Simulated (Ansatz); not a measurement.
**SiCl3 (SMILES Cl[Si](Cl)Cl) at U-wB97M-V/aug-cc-pVDZ**

Aim: the electronic atomisation energy of SiCl3 at U-wB97M-V/aug-cc-pVDZ, from 3 runs. 

The results are computed with Ansatz 0.2.0.

25 further runs of the same task are left out: 2 that didn't finish, 23 set aside as unsound or not needed.

## 1. The structure to begin with

SiCl3 has 4 atoms, charge 0, and is taken as a doublet. SMILES: `Cl[Si](Cl)Cl`. The shape is that of a PBE0-D4/def2-TZVP optimisation.

Bond lengths: Cl1–Si2 2.043 Å, Si2–Cl3 2.043 Å, Si2–Cl4 2.043 Å. Angles: Cl1–Si2–Cl3 109.4°, Cl1–Si2–Cl4 109.4°, Cl3–Si2–Cl4 109.5°.

## 2. A single-point energy at U-wB97M-V/aug-cc-pVDZ

run.yaml reads:

```yaml
crystal:
  periodic: [false, false, false]
  atoms:
    - {symbol: Cl, position_ang: [-1.524800, -0.591600, 1.030100]}
    - {symbol: Si, position_ang: [0.116100, 0.389400, 0.310600]}
    - {symbol: Cl, position_ang: [1.694700, -0.903800, 0.219000]}
    - {symbol: Cl, position_ang: [-0.286000, 1.105900, -1.559700]}
basis:
  gaussian:
    orbitals: aug-cc-pVDZ
output: {orbitals: {seedname: orbitals}}
accuracy: high
hamiltonian:
  xc: {name: wB97M-V}
magnetization:
  spin_polarized: true
  initial_magnetization: 1
```

On the command line:

```console
$ ansatz run run.yaml --threads 1 --pin off --max-ram 3480MiB --events-out events.jsonl --progress --plain --runs-dir runs
```

The program printed:

```text
Warning: RAYON_NUM_THREADS=1 ignored (pool sized by the plan → 1); use --threads N
Functional definition: wB97M-V
  name "wB97M-V"
  parameter omega = 0.3/bohr
  parameter cx = 0.15
  parameter cx01 = 1.007
  parameter cx10 = 0.259
  parameter css00 = 0.443
  parameter css04 = -1.437
  parameter css10 = -4.535
  parameter css20 = -3.390
  parameter css43 = 4.278
  parameter cos00 = 1.000
  parameter cos10 = 1.358
  parameter cos20 = 2.924
  parameter cos21 = -8.812
  parameter cos60 = -1.390
  parameter cos61 = 9.142
  parameter b = 6.0
  parameter c = 0.01
  gx(w, u) = 1 - cx + cx01*u + cx10*w
  gss(w, u) = css00 + css04*u^4 + css10*w + css20*w^2 + css43*w^4*u^3
  gos(w, u) = cos00 + cos10*w + (cos20 + cos21*u)*w^2 + (cos60 + cos61*u)*w^6
  exchange = spin_sum(e_x_unif_sr(omega)*gx(b97_w, b97_u_x)) + cx*exact_x_sr(omega) + exact_x_lr(omega)
  correlation = spin_sum(e_c_pw_mod_same_spin*gss(b97_w, b97_u_same))
      + integral(e_c_pw_mod_opposite_spin*gos(b97_w_opposite, b97_u_opposite)) + vv10(b, c)
2178 factors; integrals over basis functions are off by at most 3.2e-9 eV
518 factors; integrals over basis functions are off by at most 2.2e-9 eV
mean field evaluation 1: about -45445.5457 eV, gradient 1.2e1 eV
mean field evaluation 2: about -45446.0409 eV, gradient 1.0e1 eV
mean field evaluation 4: about -45446.6077 eV, gradient 4.7e-1 eV
mean field evaluation 8: about -45446.7003 eV, gradient 4.2e-2 eV
mean field evaluation 16: about -45446.7004 eV, gradient 2.6e-5 eV
mean field -45446.70038125 eV, -1670.1354341310 hartree, gradient 4.5e-8 eV, S^2 0.751405; 0 other end points of the search recorded, 0 dependent functions left out
reference -45446.70038533 eV, -1670.1354342808 hartree; 33, 32 occupied and 75, 76 virtual orbitals, 2178 factors
Total energy: -45446.70038533 eV, -1670.1354342808 hartree
```

It took 2.7 min on 1 thread of Arm Neoverse V2, shared host; peak memory 1.3 GiB.

## 3. The Cl atom at the same level

job.yaml reads:

```yaml
crystal:
  periodic: [false, false, false]
  atoms:
    - symbol: Cl
      position_ang: [0.000000, 0.000000, 0.000000]
basis:
  gaussian: {orbitals: aug-cc-pVDZ}
magnetization: {spin_polarized: true, initial_magnetization: 1}
hamiltonian: {xc: {name: wB97M-V}}
accuracy: high
```

Run the same way, it converges to -460.12090 Eh (log not shown).

## 4. The Si atom

run.yaml reads:

```yaml
crystal:
  periodic: [false, false, false]
  atoms:
    - {symbol: Si, position_ang: [0.000000, 0.000000, 0.000000]}
basis:
  gaussian:
    orbitals: aug-cc-pVDZ
magnetization:
  spin_polarized: true
  initial_magnetization: 2
hamiltonian:
  xc: {name: wB97M-V}
accuracy: high
```

Run the same way, it converges to -289.35216 Eh (log not shown).

## 5. What came out

Level: U-wB97M-V/aug-cc-pVDZ.

| quantity | value |
| --- | --- |
| molecule: total energy | -1670.13543 Eh |
| molecule: HOMO energy (highest over α and β) | -8.90 eV |
| molecule: LUMO energy (lowest over α and β) | -2.03 eV |
| molecule: ⟨S²⟩ | 0.751 |
| Cl atom: total energy | -460.12090 Eh |
| Cl atom: ⟨S²⟩ | 0.752 |
| Si atom: total energy | -289.35216 Eh |
| Si atom: ⟨S²⟩ | 2.001 |
| electronic atomisation energy | 11.444 eV |

What this shows: Taking the molecule apart into free atoms costs 11.44 eV (264 kcal/mol), before zero-point energy and without spin-orbit coupling.
